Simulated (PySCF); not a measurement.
# [AlF4]− (fluoroaluminate) at 5 levels

We compute a comparison of 5 runs (B3LYP/6-31G*, PBE0/def2-SVP, MP2/6-31G, MP2/6-311G**) of [AlF4]− (fluoroaluminate). The job is set up through a Python script.

Program for the calculation: PySCF 2.14.0.

### 1 Starting point

[AlF4]− has 5 atoms, charge -1, and is taken as a singlet. SMILES: `[F][Al-]([F])([F])[F]`. Geometry: relaxed at PBE0-D4/def2-TZVPD.

Bond lengths: F1–Al2 1.689 Å, Al2–F3 1.689 Å, Al2–F4 1.689 Å, Al2–F5 1.689 Å. Angles: F1–Al2–F3 109.5°, F1–Al2–F4 109.5°, F1–Al2–F5 109.5°, F3–Al2–F4 109.5°, F3–Al2–F5 109.5°, F4–Al2–F5 109.5°.

### 2 Energy and forces at B3LYP/6-31G(d) (spherical functions) (run 1)

Contents of job.py:

```python
import pyscf.grad
from pyscf import gto, dft

mol = gto.Mole()
mol.atom = '''
F     -0.101500    -0.294000     1.660000
Al     0.000000     0.000000     0.000000
F     -1.343000     0.895800    -0.496200
F      0.034500    -1.469900    -0.831000
F      1.409900     0.868100    -0.332800
'''
mol.basis = '6-31g*'
mol.verbose = 4
mol.max_memory = 1860
mol.charge = -1
mol.spin = 0
mol.build()

myscf = dft.RKS(mol)
myscf.xc = 'b3lyp'
myscf.grids.level = 5
myscf.conv_tol = 1e-10
myscf.kernel()
if not myscf.converged:
    myscf = myscf.newton().run(myscf.mo_coeff, myscf.mo_occ)

e_final = myscf.e_tot
print('E = %.10f Eh' % e_final)
grad = myscf.Gradients().kernel()
dip = myscf.dip_moment()
pop, q = myscf.mulliken_pop()
```

Run with:

```sh
$ OMP_NUM_THREADS=1 python job.py
```

Standard output:

```text
PySCF version 2.14.0

[INPUT] num. atoms = 5
[INPUT] num. electrons = 50
[INPUT] charge = -1
[INPUT] spin (= nelec alpha-beta = 2S) = 0
[INPUT] symmetry False subgroup None
[INPUT] Mole.unit = angstrom
[INPUT] Symbol           X                Y                Z      unit          X                Y                Z       unit  Magmom
[INPUT]  1 F     -0.101500000000  -0.294000000000   1.660000000000 AA   -0.191807201643  -0.555579480622   3.136945366778 Bohr   0.0
[INPUT]  2 Al     0.000000000000   0.000000000000   0.000000000000 AA    0.000000000000   0.000000000000   0.000000000000 Bohr   0.0
[INPUT]  3 F     -1.343000000000   0.895800000000  -0.496200000000 AA   -2.537902185291   1.692816662385  -0.937682103009 Bohr   0.0
[INPUT]  4 F      0.034500000000  -1.469900000000  -0.831000000000 AA    0.065195551297  -2.777708430498  -1.570362409514 Bohr   0.0
[INPUT]  5 F      1.409900000000   0.868100000000  -0.332800000000 AA    2.664324863024   1.640471248735  -0.628900854255 Bohr   0.0

[... 58 lines left out ...]
converged SCF energy = -642.166393959029
[... 14 lines left out ...]
WARN: System has nonzero charge -1; the dipole moment is origin-dependent.
[... 2 lines left out ...]
Dipole moment(X, Y, Z, Debye):  0.00032,  0.00002, -0.00001
[... 41 lines left out ...]
pop of  2 F 3pz           0.77079
pop of  2 F 3dxy          0.00199
pop of  2 F 3dyz          0.00064
pop of  2 F 3dz^2         0.00081
pop of  2 F 3dxz          0.00124
pop of  2 F 3dx2-y2       0.00145
pop of  3 F 1s            1.99718
pop of  3 F 2s            0.91192
pop of  3 F 3s            1.04613
pop of  3 F 2px           1.12540
pop of  3 F 2py           1.08284
pop of  3 F 2pz           1.11181
pop of  3 F 3px           0.77844
pop of  3 F 3py           0.71102
pop of  3 F 3pz           0.75692
pop of  3 F 3dxy          0.00113
pop of  3 F 3dyz          0.00213
pop of  3 F 3dz^2         0.00089
pop of  3 F 3dxz          0.00036
pop of  3 F 3dx2-y2       0.00163
pop of  4 F 1s            1.99718
pop of  4 F 2s            0.91192
pop of  4 F 3s            1.04613
pop of  4 F 2px           1.08625
pop of  4 F 2py           1.11057
pop of  4 F 2pz           1.12324
pop of  4 F 3px           0.71641
pop of  4 F 3py           0.75495
pop of  4 F 3pz           0.77502
pop of  4 F 3dxy          0.00208
pop of  4 F 3dyz          0.00050
pop of  4 F 3dz^2         0.00081
pop of  4 F 3dxz          0.00117
pop of  4 F 3dx2-y2       0.00158
 ** Mulliken atomic charges  **
charge of    0F =     -0.52779
charge of    1Al =      1.11117
charge of    2F =     -0.52779
charge of    3F =     -0.52779
charge of    4F =     -0.52779
```

Run time: 15 s. Hardware: 1 thread of Intel Xeon Platinum 8488C (Sapphire Rapids), shared host; peak memory 0.73 GiB.

### 3 Energy and forces at PBE0/def2-SVP (run 2)

Contents of mol.xyz:

```xyz
5

F     -0.101500    -0.294000     1.660000
Al     0.000000     0.000000     0.000000
F     -1.343000     0.895800    -0.496200
F      0.034500    -1.469900    -0.831000
F      1.409900     0.868100    -0.332800
```

Contents of job.py:

```python
# [F][Al-]([F])([F])[F]
from pyscf import gto, dft

molecule = gto.M(
    atom='mol.xyz',
    charge=-1,
    spin=0,
    verbose=4,
    max_memory=1860,
    basis='def2-svp',
)

mf = dft.RKS(molecule, xc='pbe0')
mf.grids.level = 5
mf.conv_tol = 1e-10
mf.kernel()
if not mf.converged:
    mf = mf.newton().run(mf.mo_coeff, mf.mo_occ)

energy = mf.e_tot
print('E(%s) = %.9f' % ('PBE0', energy))
grad = mf.nuc_grad_method().kernel()
mf.analyze()
```

Run with:

```sh
$ OMP_NUM_THREADS=1 python job.py
```

Standard output:

```text
PySCF version 2.14.0

[INPUT] num. atoms = 5
[INPUT] num. electrons = 50
[INPUT] charge = -1
[INPUT] spin (= nelec alpha-beta = 2S) = 0
[INPUT] symmetry False subgroup None
[INPUT] Mole.unit = angstrom
[INPUT] Symbol           X                Y                Z      unit          X                Y                Z       unit  Magmom
[INPUT]  1 F     -0.101500000000  -0.294000000000   1.660000000000 AA   -0.191807201643  -0.555579480622   3.136945366778 Bohr   0.0
[INPUT]  2 Al     0.000000000000   0.000000000000   0.000000000000 AA    0.000000000000   0.000000000000   0.000000000000 Bohr   0.0
[INPUT]  3 F     -1.343000000000   0.895800000000  -0.496200000000 AA   -2.537902185291   1.692816662385  -0.937682103009 Bohr   0.0
[INPUT]  4 F      0.034500000000  -1.469900000000  -0.831000000000 AA    0.065195551297  -2.777708430498  -1.570362409514 Bohr   0.0
[INPUT]  5 F      1.409900000000   0.868100000000  -0.332800000000 AA    2.664324863024   1.640471248735  -0.628900854255 Bohr   0.0

[... 72 lines left out ...]
One-electron Energy =                -1386.592610422492953
[... 8 lines left out ...]
MO #4   energy= -24.5042824636648  occ= 2
[... 6 lines left out ...]
MO #11  energy= -0.914992760657477 occ= 2
[... 6 lines left out ...]
MO #18  energy= -0.199008876637992 occ= 2
[... 6 lines left out ...]
MO #25  energy= -0.170255161759575 occ= 2
[... 6 lines left out ...]
MO #32  energy= 0.608392833248727  occ= 0
[... 6 lines left out ...]
MO #39  energy= 1.42827159539633   occ= 0
[... 6 lines left out ...]
MO #46  energy= 1.49417741201621   occ= 0
[... 6 lines left out ...]
MO #53  energy= 1.91337217112608   occ= 0
[... 6 lines left out ...]
MO #60  energy= 3.32174920984255   occ= 0
[... 6 lines left out ...]
MO #67  energy= 3.43706864964577   occ= 0
[... 6 lines left out ...]
MO #74  energy= 3.78737737167317   occ= 0
[... 47 lines left out ...]
pop of  2 F 3dx2-y2       0.00054
pop of  3 F 1s            1.99997
pop of  3 F 2s            1.83298
pop of  3 F 3s            0.00287
pop of  3 F 2px           1.92488
pop of  3 F 2py           1.88600
pop of  3 F 2pz           1.91246
pop of  3 F 3px           0.00117
pop of  3 F 3py           0.00150
pop of  3 F 3pz           0.00128
pop of  3 F 3dxy          0.00040
pop of  3 F 3dyz          0.00094
pop of  3 F 3dz^2         0.00032
pop of  3 F 3dxz          0.00013
pop of  3 F 3dx2-y2       0.00073
pop of  4 F 1s            1.99997
pop of  4 F 2s            1.83297
pop of  4 F 3s            0.00287
pop of  4 F 2px           1.88911
pop of  4 F 2py           1.91133
pop of  4 F 2pz           1.92290
pop of  4 F 3px           0.00148
pop of  4 F 3py           0.00129
pop of  4 F 3pz           0.00119
pop of  4 F 3dxy          0.00093
pop of  4 F 3dyz          0.00019
pop of  4 F 3dz^2         0.00036
pop of  4 F 3dxz          0.00044
pop of  4 F 3dx2-y2       0.00060
 ** Mulliken atomic charges  **
charge of    0F =     -0.56562
charge of    1Al =      1.26246
charge of    2F =     -0.56562
charge of    3F =     -0.56562
charge of    4F =     -0.56561

WARN: System has nonzero charge -1; the dipole moment is origin-dependent.
Location of origin: [0. 0. 0.]

Dipole moment(X, Y, Z, Debye):  0.00035,  0.00004, -0.00001
```

Run time: 11 s. Hardware: 1 thread of Intel Xeon Platinum 8488C (Sapphire Rapids), shared host; peak memory 0.73 GiB.

### 4 Energy and forces at B3LYP/6-31G(d) (Cartesian functions) (run 3)

Contents of run.py:

```python
import pyscf.grad
from pyscf import gto, dft

mol = gto.M(
    atom='''
F     -0.191807    -0.555579     3.136945
Al     0.000000     0.000000     0.000000
F     -2.537902     1.692817    -0.937682
F      0.065196    -2.777708    -1.570362
F      2.664325     1.640471    -0.628901
''',
    unit='bohr',
    charge=-1,
    basis='6-31g*',
    cart=True,
    max_memory=1860,
    verbose=3,
)

myscf = dft.RKS(mol, xc='b3lyp')
myscf.grids.level = 5
myscf.conv_tol = 1e-10
myscf.kernel()
if not myscf.converged:
    myscf = myscf.newton().run(myscf.mo_coeff, myscf.mo_occ)

e_final = myscf.e_tot
print('E = %.10f Eh' % e_final)
grad = myscf.Gradients().kernel()
dip = myscf.dip_moment()
pop, q = myscf.mulliken_pop()
```

Run with:

```sh
$ OMP_NUM_THREADS=1 python run.py
```

Standard output:

```text
converged SCF energy = -642.174864831117
E = -642.1748648311 Eh
--------------- RKS gradients ---------------
         x                y                z
0 F     0.0001485856     0.0004447039    -0.0024757764
1 Al     0.0000208230     0.0000132271    -0.0000035083
2 F     0.0020104960    -0.0013169034     0.0007452198
3 F    -0.0000492825     0.0021780341     0.0012496231
4 F    -0.0021195181    -0.0013075561     0.0004727763
----------------------------------------------

WARN: System has nonzero charge -1; the dipole moment is origin-dependent.
Location of origin: [0. 0. 0.]

Dipole moment(X, Y, Z, Debye):  0.00032,  0.00002, -0.00001
 ** Mulliken pop  **
pop of  0  F 1s           1.99312
pop of  0  F 2s           0.92720
pop of  0  F 3s           0.98068
pop of  0  F 2px          1.12548
pop of  0  F 2py          1.12400
pop of  0  F 2pz          1.07213
pop of  0  F 3px          0.77621
pop of  0  F 3py          0.77373
pop of  0  F 3pz          0.68685
pop of  0  F 3dxx         0.00630
pop of  0  F 3dxy         0.00008
pop of  0  F 3dxz         0.00140
pop of  0  F 3dyy         0.00698
pop of  0  F 3dyz         0.00155
pop of  0  F 3dzz         0.03247
pop of  1 Al 1s           1.99887
pop of  1 Al 2s           1.98938
pop of  1 Al 3s           0.66550
pop of  1 Al 4s          -0.02760
pop of  1 Al 2px          1.98979
pop of  1 Al 2py          1.98979
pop of  1 Al 2pz          1.98979
pop of  1 Al 3px          0.28016
pop of  1 Al 3py          0.28017
pop of  1 Al 3pz          0.28017
pop of  1 Al 4px          0.10897
pop of  1 Al 4py          0.10897
pop of  1 Al 4pz          0.10897
pop of  1 Al 3dxx        -0.01286
pop of  1 Al 3dxy         0.08391
pop of  1 Al 3dxz         0.07801
pop of  1 Al 3dyy        -0.01458
pop of  1 Al 3dyz         0.08146
pop of  1 Al 3dzz        -0.01163
pop of  2  F 1s           1.99312
pop of  2  F 2s           0.92720
pop of  2  F 3s           0.98068
pop of  2  F 2px          1.09063
pop of  2  F 2py          1.11009
pop of  2  F 2pz          1.12090
pop of  2  F 3px          0.71783
pop of  2  F 3py          0.75042
pop of  2  F 3pz          0.76853
pop of  2  F 3dxx         0.02298
pop of  2  F 3dxy         0.00203
pop of  2  F 3dxz         0.00125
pop of  2  F 3dyy         0.01347
pop of  2  F 3dyz         0.00064
pop of  2  F 3dzz         0.00841
pop of  3  F 1s           1.99312
pop of  3  F 2s           0.92720
pop of  3  F 3s           0.98068
pop of  3  F 2px          1.12566
pop of  3  F 2py          1.08370
pop of  3  F 2pz          1.11226
pop of  3  F 3px          0.77650
pop of  3  F 3py          0.70622
pop of  3  F 3pz          0.75406
pop of  3  F 3dxx         0.00622
pop of  3  F 3dxy         0.00110
pop of  3  F 3dxz         0.00036
pop of  3  F 3dyy         0.02648
pop of  3  F 3dyz         0.00217
pop of  3  F 3dzz         0.01245
pop of  4  F 1s           1.99312
pop of  4  F 2s           0.92720
pop of  4  F 3s           0.98068
pop of  4  F 2px          1.08706
pop of  4  F 2py          1.11104
pop of  4  F 2pz          1.12353
pop of  4  F 3px          0.71183
pop of  4  F 3py          0.75201
pop of  4  F 3pz          0.77293
pop of  4  F 3dxx         0.02478
pop of  4  F 3dxy         0.00212
pop of  4  F 3dxz         0.00117
pop of  4  F 3dyy         0.01302
pop of  4  F 3dyz         0.00049
pop of  4  F 3dzz         0.00720
 ** Mulliken atomic charges  **
charge of    0F =     -0.50819
charge of    1Al =      1.03275
charge of    2F =     -0.50819
charge of    3F =     -0.50819
charge of    4F =     -0.50819
```

Wall time 15 s (1 thread of Intel Xeon Platinum 8488C (Sapphire Rapids), shared host); peak memory 0.77 GiB.

Run 4 isn't shown in full; the table further down has it.

### 5 Energy and gradient at MP2/6-311G(d,p) (run 5)

mol.xyz is that of step 3.

Contents of calc.py:

```python
import pyscf.grad
from pyscf import gto, mp

mol = gto.M(
    atom='mol.xyz',
    max_memory=1860,
    charge=-1,
    basis='6-311g**',
    verbose=4,
)

mf = mol.RHF()
mf.conv_tol = 1e-10
mf.kernel()
if not mf.converged:
    mf = mf.newton().run(mf.mo_coeff, mf.mo_occ)

pt = mp.MP2(mf, frozen=9).run()
etot = pt.e_tot
print('E = %.10f Eh' % etot)
grad = pt.Gradients().kernel()
mf.analyze()
```

Run with:

```sh
$ OMP_NUM_THREADS=1 python calc.py
```

Standard output:

```text
PySCF version 2.14.0

[INPUT] num. atoms = 5
[INPUT] num. electrons = 50
[INPUT] charge = -1
[INPUT] spin (= nelec alpha-beta = 2S) = 0
[INPUT] symmetry False subgroup None
[INPUT] Mole.unit = angstrom
[INPUT] Symbol           X                Y                Z      unit          X                Y                Z       unit  Magmom
[INPUT]  1 F     -0.101500000000  -0.294000000000   1.660000000000 AA   -0.191807201643  -0.555579480622   3.136945366778 Bohr   0.0
[INPUT]  2 Al     0.000000000000   0.000000000000   0.000000000000 AA    0.000000000000   0.000000000000   0.000000000000 Bohr   0.0
[INPUT]  3 F     -1.343000000000   0.895800000000  -0.496200000000 AA   -2.537902185291   1.692816662385  -0.937682103009 Bohr   0.0
[INPUT]  4 F      0.034500000000  -1.469900000000  -0.831000000000 AA    0.065195551297  -2.777708430498  -1.570362409514 Bohr   0.0
[INPUT]  5 F      1.409900000000   0.868100000000  -0.332800000000 AA    2.664324863024   1.640471248735  -0.628900854255 Bohr   0.0

[... 67 lines left out ...]
Two-electron Coulomb Energy =          566.082180675198174
[... 10 lines left out ...]
MO #8   energy= -3.01310760493279  occ= 2
[... 8 lines left out ...]
MO #17  energy= -0.453064848026205 occ= 2
[... 8 lines left out ...]
MO #26  energy= 0.278816558423807  occ= 0
[... 8 lines left out ...]
MO #35  energy= 0.990273350559945  occ= 0
[... 8 lines left out ...]
MO #44  energy= 1.52723513998122   occ= 0
[... 8 lines left out ...]
MO #53  energy= 1.64696959485739   occ= 0
[... 8 lines left out ...]
MO #62  energy= 4.46075285012208   occ= 0
[... 8 lines left out ...]
MO #71  energy= 4.53179639511807   occ= 0
[... 8 lines left out ...]
MO #80  energy= 6.88301528007987   occ= 0
[... 8 lines left out ...]
MO #89  energy= 7.06320743881888   occ= 0
[... 8 lines left out ...]
MO #98  energy= 123.132330393758   occ= 0
[... 71 lines left out ...]
pop of  3 F 3px           0.00168
pop of  3 F 3py           0.00185
pop of  3 F 3pz           0.00173
pop of  3 F 4px           0.00090
pop of  3 F 4py           0.00122
pop of  3 F 4pz           0.00100
pop of  3 F 3dxy          0.00025
pop of  3 F 3dyz          0.00064
pop of  3 F 3dz^2         0.00020
pop of  3 F 3dxz          0.00008
pop of  3 F 3dx2-y2       0.00050
pop of  4 F 1s            1.99999
pop of  4 F 2s            1.84315
pop of  4 F 3s            0.00234
pop of  4 F 4s            0.00003
pop of  4 F 2px           1.90423
pop of  4 F 2py           1.92897
pop of  4 F 2pz           1.94186
pop of  4 F 3px           0.00184
pop of  4 F 3py           0.00174
pop of  4 F 3pz           0.00168
pop of  4 F 4px           0.00120
pop of  4 F 4py           0.00101
pop of  4 F 4pz           0.00092
pop of  4 F 3dxy          0.00063
pop of  4 F 3dyz          0.00012
pop of  4 F 3dz^2         0.00024
pop of  4 F 3dxz          0.00028
pop of  4 F 3dx2-y2       0.00039
 ** Mulliken atomic charges  **
charge of    0F =     -0.63063
charge of    1Al =      1.52252
charge of    2F =     -0.63063
charge of    3F =     -0.63063
charge of    4F =     -0.63062

WARN: System has nonzero charge -1; the dipole moment is origin-dependent.
Location of origin: [0. 0. 0.]

Dipole moment(X, Y, Z, Debye):  0.00039,  0.00004, -0.00001
```

Wall time 13 s (1 thread of Intel Xeon Platinum 8488C (Sapphire Rapids), shared host); peak memory 0.91 GiB.

### 6 The series

```
run                               level  Cartesian functions  integration grid  energy (Eh)  HOMO energy (eV)  LUMO energy (eV)  HOMO–LUMO gap (eV)  wall time
  1  B3LYP/6-31G* (spherical functions)                   no                 5  -642.166394             -4.02              5.96                9.98       15 s
  2                       PBE0/def2-SVP                   no                 5  -641.297439             -4.63              6.19               10.82       11 s
  3  B3LYP/6-31G* (Cartesian functions)                  yes                 5  -642.174865             -4.03              5.90                9.94       15 s
  4                           MP2/6-31G                   no                 –  -640.467369            -10.72              8.68               19.40      3.6 s
  5                        MP2/6-311G**                   no                 –  -641.059820            -10.59              7.59               18.18       13 s
```

### 7 Outcome

```
                                                    quantity          value
                                         run 5: total energy  -641.05982 Eh
                  run 5: HOMO energy (Hartree–Fock orbitals)      -10.59 eV
                  run 5: LUMO energy (Hartree–Fock orbitals)        7.59 eV
run 5: HOMO–LUMO gap (to an unbound level, set by the basis)       18.18 eV
          run 5: correlation energy (9 core orbitals frozen)     -890.0 mEh
                             run 5: largest force on an atom     0.510 eV/Å
```

**Reading.** Over runs 1, 2, 3 the HOMO–LUMO gap runs from 9.94 eV (B3LYP/6-31G*) to 10.82 eV (PBE0/def2-SVP). The two ends differ in method and basis. The empty levels of an anion lie above zero and hang on the basis. Totals of different functionals can't be ranked against each other. All runs together took 57 s, the longest 15 s.
